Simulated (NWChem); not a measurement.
# doublet GeSe+: levels of theory compared

We compute a comparison of 4 runs (UHF/STO-3G, UHF/3-21G, UB3LYP/6-31G*) of doublet GeSe+. 

Program for the calculation: NWChem 7.3.0.

1 further run of the same task is left out (it didn't finish).

## Step 1: Starting point

GeSe+ has 2 atoms, charge +1, and is taken as a doublet. SMILES of the parent species: `[Ge-]#[Se+]`. The bond length is the one measured for the parent species. That shape belongs to the parent species and isn't relaxed for this state.

Bond lengths: Ge1–Se2 2.135 Å.

## Step 2: A single-point energy at UHF/STO-3G (run 1)

Input file sp.nw:

```
start sp
memory 2200 mb
charge 1
geometry noautosym nocenter noautoz
 Ge    0.000000    0.000000    0.000000
 Se    0.000000    0.000000    2.134629
end
basis spherical bse
 * library STO-3G
end
scf
 doublet
 uhf
 thresh 1e-08
 maxiter 80
end
task scf
```

Command:

```console
$ nwchem sp.nw > sp.out
```

Output:

```text
[...]
  functions       =    36
[...]
  wavefunction    = UHF
[...]
         Total SCF energy =  -4425.073759180367
      One electron energy =  -6725.323205924300
      Two electron energy =   2030.532860437052
 Nuclear repulsion energy =    269.716586306881
                       Sz =      0.5000
                 Sz(Sz+1) =      0.7500
                      S^2 =      1.4406
[...]
```

Run time: 6.3 s. Hardware: 1 thread of Intel Xeon 6975P-C (Granite Rapids), shared host; peak memory 0.097 GiB.

## Step 3: The energy at UHF/3-21G (run 2)

Input file mymol.nw:

```
start mymol
title "GeSe hf"
memory 2200 mb
charge 1
geometry noautosym nocenter noautoz
   Ge       0.000000       0.000000       0.000000
   Se       0.000000       0.000000       2.134629
end
basis "ao basis" spherical bse
   Ge library 3-21G
   Se library 3-21G
end
scf
   doublet
   uhf
   thresh 1e-08
   maxiter 80
   print low
end
task scf energy
```

Command:

```console
$ nwchem mymol.nw > mymol.out
```

Output:

```text
[...]
  functions       =    44
[...]
  wavefunction    = UHF
[...]
         Total SCF energy =  -4453.506297172827
      One electron energy =  -6735.994315209382
      Two electron energy =   2012.771431729674
 Nuclear repulsion energy =    269.716586306881
                       Sz =      0.5000
                 Sz(Sz+1) =      0.7500
                      S^2 =      0.7797
[...]
```

Wall time 4.8 s (1 thread of Intel Xeon 6975P-C (Granite Rapids), shared host); peak memory 0.097 GiB.

Run 3 isn't shown in full; the table further down has it.

## Step 4: A single-point energy at UB3LYP/6-31G(d) (spherical functions) (run 4)

Input file gese.nw:

```
start gese
memory 2200 mb
charge 1
geometry units bohr noautosym nocenter noautoz
  Ge     0.00000000     0.00000000     0.00000000
  Se     0.00000000     0.00000000     4.03386419
end
basis spherical bse
  Ge library 6-31G*
  Se library 6-31G*
end
dft
  xc b3lyp
  mult 2
  grid xfine
  convergence energy 1e-08
  maxiter 100
  mulliken
  print low
end
task dft energy
```

Command:

```console
$ nwchem gese.nw > gese.out
```

Output:

```text
[...]
 d= 0,ls=0.0,diis     1  -4477.2964980717 -4.75D+03  2.92D-02  2.22D+00     1.9
[...]
 d= 0,ls=0.0,diis    14  -4477.7267858062 -4.47D-10  2.80D-07  7.91D-11    17.5
[...]
         Total DFT energy =    -4477.726785806200
      One electron energy =    -6756.165755269832
           Coulomb energy =     2174.646018174969
    Exchange-Corr. energy =     -165.923615445826
 Nuclear repulsion energy =      269.716566734489
[...]
      Total Density - Mulliken Population Analysis
     ---------------------------------------------
    Atom       Charge   Shell Charges
 -----------   ------   -------------------------------------------------------
    1 Ge  32    31.35   2.00  2.00  6.00  2.00  5.99  1.70  1.31  0.13  0.14  6.86  2.94  0.28
    2 Se  34    33.65   2.00  2.00  6.00  2.00  5.98  1.69  2.98  0.19  0.77  6.92  2.93  0.19
[...]
      <S2> =      0.7544 (Exact =     0.7500)
[...]
```

It took 18 s on 1 thread of Intel Xeon 6975P-C (Granite Rapids), shared host; peak memory 0.11 GiB.

## Step 5: The series

```csv
run,level,Cartesian functions,iteration cap,energy (Eh),⟨S²⟩,wall time
1,UHF/STO-3G,no,80,-4425.073759,1.441,6.3 s
2,UHF/3-21G,no,80,-4453.506297,0.780,4.8 s
3,UB3LYP/6-31G* (Cartesian functions),yes,100,-4477.740731,0.754,19 s
4,UB3LYP/6-31G* (spherical functions),no,100,-4477.726786,0.754,18 s
```

## Step 6: Summary of results

| quantity | value |
| --- | --- |
| run 4: total energy | -4477.72679 Eh |
| run 4: ⟨S²⟩ | 0.754 |

**Reading.** In run 1 the basis is minimal, so the values are rough. Spin contamination of the reference: run 1 ⟨S²⟩ = 1.44. Where it is this large, the reference is a mixture of spin states, and values that rest on it are in doubt. All runs together took 48 s, the longest 19 s.
